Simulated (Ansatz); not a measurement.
**CH₅AlOS: how energies converge with the basis set**

An exercise on one series of results from a longer session: the logs are not shown, and one member is left open.

Method: one geometry, several basis sets; program: Ansatz 0.2.0, Gaussian basis.

The runs, in order: PBE0-D4/def2-SVP; ωB97M-V/def2-SVP; PBE0-D4/def2-QZVPP; ωB97M-V/def2-QZVPP; the functionals' def2-TZVPP values are taken from earlier runs.

## The geometry

The geometry comes from an earlier relaxation with PBE0-D4 in a triple-zeta def2 set; it is a stationary point, not always the lowest conformer.

9 atoms, charge 0, spin multiplicity 1.

Atoms are counted from 1 here; the program's logs count them from 0.

Bond lengths: C1–Al2 1.937 Å, C1–H5 1.094 Å, C1–H6 1.094 Å, C1–H7 1.092 Å, Al2–O3 1.694 Å, Al2–S4 2.192 Å, O3–H8 0.955 Å, S4–H9 1.344 Å. Angles: Al2–C1–H5 111.2°, Al2–C1–H6 111.3°, Al2–C1–H7 111.0°, H5–C1–H6 107.0°, H5–C1–H7 108.1°, H6–C1–H7 108.1°, C1–Al2–O3 119.7°, C1–Al2–S4 123.0°, O3–Al2–S4 117.4°, Al2–O3–H8 124.5°, Al2–S4–H9 92.9°.

Coordinates:

```mol
CH5AlOS
  3D, bonds by distance, orders not assigned

  9  8  0  0  0  0  0  0  0  0999 V2000
   -0.0681    0.8204   -1.1178 C   0  0
    0.2331   -0.4078    0.3496 Al  0  0
    1.6081   -1.3965    0.3464 O   0  0
   -1.1375   -0.5934    2.0503 S   0  0
   -1.0092    0.6018   -1.6305 H   0  0
   -0.1284    1.8538   -0.7644 H   0  0
    0.7394    0.7590   -1.8507 H   0  0
    1.8241   -2.0255    1.0321 H   0  0
   -1.9732    0.3420    1.5678 H   0  0
  1  2  8  0
  2  3  8  0
  2  4  8  0
  1  5  8  0
  1  6  8  0
  1  7  8  0
  3  8  8  0
  4  9  8  0
M  END
```

The first run:

File in.yaml:

```yaml
crystal:
  periodic: [false, false, false]
  atoms:
    - {symbol: C, position_ang: [-0.068084, 0.820436, -1.117766]}
    - {symbol: Al, position_ang: [0.233067, -0.407838, 0.349640]}
    - {symbol: O, position_ang: [1.608148, -1.396475, 0.346431]}
    - {symbol: S, position_ang: [-1.137488, -0.593421, 2.050324]}
    - {symbol: H, position_ang: [-1.009191, 0.601811, -1.630474]}
    - {symbol: H, position_ang: [-0.128446, 1.853779, -0.764417]}
    - {symbol: H, position_ang: [0.739435, 0.758951, -1.850733]}
    - {symbol: H, position_ang: [1.824131, -2.025531, 1.032052]}
    - {symbol: H, position_ang: [-1.973172, 0.341988, 1.567844]}
basis:
  gaussian: {orbitals: def2-SVP}
hamiltonian: {xc: pbe0, dispersion: d4}
output: {orbitals: {seedname: orbitals}}
```

Steps of the session up to this table: PBE0-D4 in def2-SVP; ωB97M-V in def2-SVP; PBE0-D4 in def2-QZVPP; ωB97M-V in def2-QZVPP.

One of the session's tables, all rows but one given; the rest of the session is left out.

It belongs to the step «Density functionals: the series». 

| functional | basis | HOMO (eV) | LUMO (eV) |
| --- | --- | --- | --- |
| PBE0-D4 | def2-SVP | -7.41 | 0.13 |
| PBE0-D4 | def2-TZVPP | ? | ? |
| PBE0-D4 | def2-QZVPP | -7.62 | -0.43 |
| ωB97M-V | def2-SVP | -9.57 | 1.70 |
| ωB97M-V | def2-TZVPP | -9.78 | 1.36 |
| ωB97M-V | def2-QZVPP | -9.83 | 0.80 |

**Question.** Estimate the row for PBE0-D4, def2-TZVPP.

The run gave: HOMO (eV): -7.58; LUMO (eV): -0.13. In the column «HOMO (eV)» it lies between PBE0-D4, def2-QZVPP (-7.62) and PBE0-D4, def2-SVP (-7.41).
